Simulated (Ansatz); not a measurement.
# BF3 + H2: molecular dynamics, part 2 of 2

The plan is to follow the two partners and see whether they stay together, part or react. The start is relaxed first. Runs: 250 steps of 0.5 fs under a Langevin thermostat at 300 K; 250 steps of 0.25 fs at constant energy, with velocities drawn for 100 K. SMILES of the start: [H][H].FB(F)F.

Ansatz 0.2.0; RKS PBE0/def2-SVP. The steps go on from the part before.

## 8. Run 2

250 steps of 0.25 fs at constant energy, with velocities drawn for 100 K, starting from the last frame of an earlier run, with new velocities.

The input, input.yaml:

```yaml
crystal:
  periodic: [false, false, false]
  atoms:
    - { symbol: H, position_ang: [0.802689, -2.105705, -1.868189] }
    - { symbol: H, position_ang: [0.146978, -2.408134, -2.090295] }
    - { symbol: F, position_ang: [-0.542724, -1.090078, 1.160608] }
    - { symbol: B, position_ang: [-0.046812, 0.082768, 0.910847] }
    - { symbol: F, position_ang: [-0.842214, 0.998293, 0.392045] }
    - { symbol: F, position_ang: [1.256401, 0.375029, 1.151005] }
basis:
  gaussian: { orbitals: def2-SVP }
hamiltonian:
  xc: pbe0
md:
  timestep: 0.25
  n_steps: 250
  ensemble: nve
  temperature: 100.0
  initial_velocities: maxwell_boltzmann
  seed: 506040
scf:
  lower_state_search: "off"
```

Launch:

```sh
$ ansatz run input.yaml --threads 1 --pin off --max-ram 2048MiB --backend cpu --events-out ev --progress --plain --runs-dir out
```

Output, shortened:

```text
Warning: RAYON_NUM_THREADS=1 ignored (pool sized by the plan → 1); use --threads N
[...]
Functional definition: PBE0
[...]
688 factors; integrals over basis functions are off by at most 4.2e-4 eV
[...]
mean field -8847.93357885 eV, -325.1555616779 hartree, gradient 2.2e-6 eV, S^2 0.000000; 0 other end points of the search recorded, 0 dependent functions left out
[...]
reference -8847.93360117 eV, -325.1555624982 hartree; 17, 17 occupied and 49, 49 virtual orbitals, 688 factors
md step     0: t =     0.00 fs  T =   100.0 K  F+E_penalty+E_count = -8847.93357885 eV  E_kin = 0.051704 eV  conserved = -8847.88187485 eV  (13 SCF iters)
[...]
md step    18: t =     4.50 fs  T =    99.8 K  F+E_penalty+E_count = -8847.93342667 eV  E_kin = 0.051579 eV  conserved = -8847.88184812 eV  (14 SCF iters)
[...]
md step    36: t =     9.00 fs  T =   190.1 K  F+E_penalty+E_count = -8847.98018598 eV  E_kin = 0.098279 eV  conserved = -8847.88190743 eV  (13 SCF iters)
[...]
md step    54: t =    13.50 fs  T =    71.5 K  F+E_penalty+E_count = -8847.91880640 eV  E_kin = 0.036969 eV  conserved = -8847.88183723 eV  (13 SCF iters)
[...]
md step    72: t =    18.00 fs  T =   173.6 K  F+E_penalty+E_count = -8847.97164637 eV  E_kin = 0.089736 eV  conserved = -8847.88191070 eV  (14 SCF iters)
md step    73: t =    18.25 fs  T =   178.3 K  F+E_penalty+E_count = -8847.97411449 eV  E_kin = 0.092201 eV  conserved = -8847.88191320 eV  (14 SCF iters)
```

## 9. The output, continued: dynamics from the last frame of an earlier run

The log, continued, shortened:

```text
md step    74: t =    18.50 fs  T =   181.9 K  F+E_penalty+E_count = -8847.97598241 eV  E_kin = 0.094068 eV  conserved = -8847.88191395 eV  (14 SCF iters)
[...]
md step    98: t =    24.50 fs  T =    91.1 K  F+E_penalty+E_count = -8847.92893002 eV  E_kin = 0.047091 eV  conserved = -8847.88183868 eV  (14 SCF iters)
[...]
md step   122: t =    30.50 fs  T =   163.8 K  F+E_penalty+E_count = -8847.96657532 eV  E_kin = 0.084674 eV  conserved = -8847.88190177 eV  (13 SCF iters)
[...]
md step   146: t =    36.50 fs  T =    58.9 K  F+E_penalty+E_count = -8847.91230494 eV  E_kin = 0.030459 eV  conserved = -8847.88184576 eV  (13 SCF iters)
[...]
md step   169: t =    42.25 fs  T =   193.4 K  F+E_penalty+E_count = -8847.98189342 eV  E_kin = 0.099990 eV  conserved = -8847.88190364 eV  (14 SCF iters)
md step   170: t =    42.50 fs  T =   191.7 K  F+E_penalty+E_count = -8847.98100144 eV  E_kin = 0.099100 eV  conserved = -8847.88190121 eV  (14 SCF iters)
```

## 10. The log goes on: dynamics from the last frame of an earlier run

The log, continued, shortened:

```text
md step   171: t =    42.75 fs  T =   189.1 K  F+E_penalty+E_count = -8847.97968578 eV  E_kin = 0.097787 eV  conserved = -8847.88189916 eV  (14 SCF iters)
[...]
md step   191: t =    47.75 fs  T =   101.0 K  F+E_penalty+E_count = -8847.93404696 eV  E_kin = 0.052206 eV  conserved = -8847.88184122 eV  (14 SCF iters)
[...]
md step   211: t =    52.75 fs  T =   197.8 K  F+E_penalty+E_count = -8847.98418222 eV  E_kin = 0.102261 eV  conserved = -8847.88192098 eV  (12 SCF iters)
[...]
md step   231: t =    57.75 fs  T =    88.8 K  F+E_penalty+E_count = -8847.92775102 eV  E_kin = 0.045919 eV  conserved = -8847.88183219 eV  (14 SCF iters)
[...]
md step   249: t =    62.25 fs  T =   196.0 K  F+E_penalty+E_count = -8847.98322165 eV  E_kin = 0.101321 eV  conserved = -8847.88190074 eV  (14 SCF iters)
[...]
md step   250: t =    62.50 fs  T =   199.3 K  F+E_penalty+E_count = -8847.98493265 eV  E_kin = 0.103028 eV  conserved = -8847.88190514 eV  (14 SCF iters)
Total energy: -8847.98495413 eV, -325.1574496848 hartree
Atom 0 at     0.993953    -2.181615    -1.427306 Å, force     0.076673    -0.119879     0.196534 eV/Å
Atom 1 at     0.714002    -1.762956    -1.988882 Å, force    -0.086075     0.137777    -0.180900 eV/Å
Atom 2 at    -0.569110    -1.074219     1.200481 Å, force     0.439809     0.202003    -0.056824 eV/Å
Atom 3 at    -0.038650     0.093931     0.882583 Å, force    -0.114692    -0.786514     0.436805 eV/Å
Atom 4 at    -0.848438     1.003499     0.424825 Å, force     0.040444     0.559508    -0.256483 eV/Å
Atom 5 at     1.244135     0.317409     1.065661 Å, force    -0.356159     0.007105    -0.139133 eV/Å
Dipole moment:     0.023467     0.014775    -0.025473 e Å
Checks for a lower state left out: stability, starts, cluster_reference, orbital_swaps, neighbouring_geometries, increment
```

It took 3.8 min on 1 thread of Arm Neoverse V2, shared host; peak memory 0.1 GiB.

## 11. The trajectory

The trajectory, every 13 steps (energies from step 0):

```csv
time (fs),T (K),potential energy change (meV/atom),total energy change (meV/atom),closest contact of the partners (Å)
0.0,100,0.0,0.00,3.47
3.2,74,2.2,0.00,3.46
6.5,169,-6.0,0.00,3.45
9.8,175,-6.5,-0.01,3.44
13.0,75,2.1,0.01,3.43
16.2,120,-1.7,0.00,3.42
19.5,185,-7.3,-0.01,3.41
22.8,116,-1.4,0.00,3.40
26.0,109,-0.8,0.00,3.39
29.2,172,-6.2,-0.01,3.38
32.5,112,-1.1,0.00,3.37
35.8,50,4.3,0.01,3.36
39.0,129,-2.5,0.00,3.35
42.2,193,-8.1,0.00,3.34
45.5,124,-2.0,0.00,3.33
48.8,120,-1.7,0.00,3.31
52.0,200,-8.6,-0.01,3.30
55.2,131,-2.7,0.00,3.29
58.5,98,0.2,0.01,3.27
61.8,187,-7.5,0.00,3.26
62.5,199,-8.6,-0.01,3.25
```

time (fs), T (K) and a bar:
```
      0.0        100 ##########
      2.8         70 ####
      5.5        134 #################
      8.2        196 #############################
     10.8        144 ###################
     13.5         72 ####
     16.2        120 ##############
     19.0        186 ###########################
     21.8        144 ###################
     24.5         91 ########
     27.2        137 #################
     30.0        171 ########################
     32.5        112 #############
     35.2         50 
     38.0         96 #########
     40.8        182 ###########################
     43.5        177 ##########################
     46.2        106 ###########
     49.0        127 ###############
     51.8        198 ##############################
     54.2        162 #######################
     57.0         91 ########
     59.8        132 ################
     62.5        199 ##############################
```

## 12. Snapshots as a file

Extended XYZ, with forces in eV/Å:

```xyz
6
time_fs=7.8 T=194 dE=-0.0486
H     0.849   -2.117   -1.810    0.199    0.067    0.092
H     0.198   -2.351   -2.113   -0.198   -0.056   -0.077
F    -0.542   -1.086    1.168    0.144   -0.556    0.189
B    -0.031    0.080    0.904   -0.184    0.657   -0.178
F    -0.827    0.998    0.403    0.127    0.108   -0.036
F     1.227    0.370    1.135   -0.089   -0.221    0.011
6
time_fs=15.5 T=98 dE=0.0013
H     0.892   -2.133   -1.755    0.214    0.048    0.127
H     0.253   -2.284   -2.126   -0.214   -0.037   -0.112
F    -0.537   -1.096    1.180    0.421    0.618   -0.189
B    -0.029    0.102    0.890   -1.486   -1.886    0.463
F    -0.810    1.003    0.411   -0.833    0.994   -0.603
F     1.197    0.360    1.121    1.898    0.264    0.314
6
time_fs=23.5 T=99 dE=0.0006
H     0.931   -2.151   -1.699    0.238    0.023    0.173
H     0.315   -2.206   -2.128   -0.240   -0.010   -0.155
F    -0.523   -1.098    1.190   -0.779   -1.375    0.233
B    -0.078    0.060    0.894    1.930    2.187   -0.129
F    -0.814    1.032    0.404   -0.300   -0.400    0.007
F     1.210    0.354    1.113   -0.850   -0.425   -0.128
6
time_fs=31.2 T=147 dE=-0.0245
H     0.963   -2.168   -1.645    0.227   -0.015    0.197
H     0.380   -2.123   -2.119   -0.230    0.028   -0.180
F    -0.526   -1.124    1.202    0.181    1.315   -0.394
B    -0.056    0.092    0.898   -0.759   -0.467   -0.063
F    -0.827    1.052    0.396    0.356   -0.925    0.405
F     1.209    0.339    1.103    0.224    0.064    0.035
6
time_fs=39.0 T=129 dE=-0.0149
H     0.987   -2.184   -1.592    0.205   -0.052    0.214
H     0.453   -2.035   -2.101   -0.210    0.066   -0.197
F    -0.527   -1.119    1.204    0.233    1.647   -0.435
B    -0.058    0.112    0.899   -0.632   -1.597    0.185
F    -0.833    1.046    0.399    0.086   -0.350    0.202
F     1.211    0.324    1.093    0.318    0.286    0.031
6
time_fs=47.0 T=97 dE=0.0014
H     1.000   -2.193   -1.536    0.166   -0.083    0.212
H     0.535   -1.942   -2.072   -0.173    0.098   -0.194
F    -0.525   -1.075    1.196   -1.101   -1.997    0.491
B    -0.081    0.073    0.903    1.986    2.203   -0.500
F    -0.835    1.028    0.409   -0.080   -0.192    0.097
F     1.220    0.317    1.085   -0.798   -0.029   -0.104
6
time_fs=54.8 T=146 dE=-0.0239
H     1.003   -2.193   -1.482    0.123   -0.108    0.208
H     0.621   -1.851   -2.035   -0.130    0.124   -0.193
F    -0.548   -1.072    1.197    0.177    0.109   -0.019
B    -0.032    0.105    0.890   -1.677   -1.299    0.137
F    -0.840    1.007    0.421   -0.152    0.684   -0.286
F     1.214    0.311    1.074    1.659    0.488    0.152
6
time_fs=62.5 T=199 dE=-0.0514
H     0.994   -2.182   -1.427    0.077   -0.120    0.197
H     0.714   -1.763   -1.989   -0.086    0.138   -0.181
F    -0.569   -1.074    1.200    0.440    0.202   -0.057
B    -0.039    0.094    0.883   -0.115   -0.786    0.437
F    -0.848    1.004    0.425    0.040    0.559   -0.257
F     1.244    0.317    1.066   -0.356    0.007   -0.139
```

Reading of run 2. The temperature starts at 100 K and averages 133 K in the second half, where it ranges from 49 to 201 K; the start was no minimum (force components up to 1.9 eV/Å), and the potential energy that it sheds (3 meV/atom) turns into motion, which in so few atoms is no thermal temperature. The total energy strays from its start by at most 0.01 meV/atom, under 0.1 % of the mean kinetic energy, so a step of 0.25 fs is short enough over this time. The bonding pattern survives the run. The partners' closest contact goes from 3.47 to 3.25 Å; so short a run doesn't show whether they stay bound.

## 13. Summary of results

What follows sums up all 2 parts.

| quantity | value |
| --- | --- |
| relaxation of the start | 28 moves, 0.043 eV lower |
| run 1: length | 250 steps of 0.5 fs |
| run 1: temperature, first and last step | 250 and 142 K |
| run 1: temperature, second half | mean 160 K, from 62 to 252 K |
| run 1: potential energy, second half | +14 meV/atom from this run's first step |
| run 1: bonds formed or broken | 0 |
| run 2: length | 250 steps of 0.25 fs |
| run 2: temperature, first and last step | 100 and 199 K |
| run 2: temperature, second half | mean 133 K, from 49 to 201 K |
| run 2: potential energy, second half | -3 meV/atom from this run's first step |
| run 2: largest change of the total energy | 0.01 meV/atom |
| run 2: bonds formed or broken | 0 |

**Reading.** Mean temperatures of the second halves: 160 K, 133 K. No bond formed or broke in any run. In the last run: the partners' closest contact goes from 3.47 to 3.25 Å; so short a run doesn't show whether they stay bound. A run of 62 fs with 6 atoms shows the motion but fixes no equilibrium value. The nuclei move classically, without zero-point motion, which matters most for hydrogen.
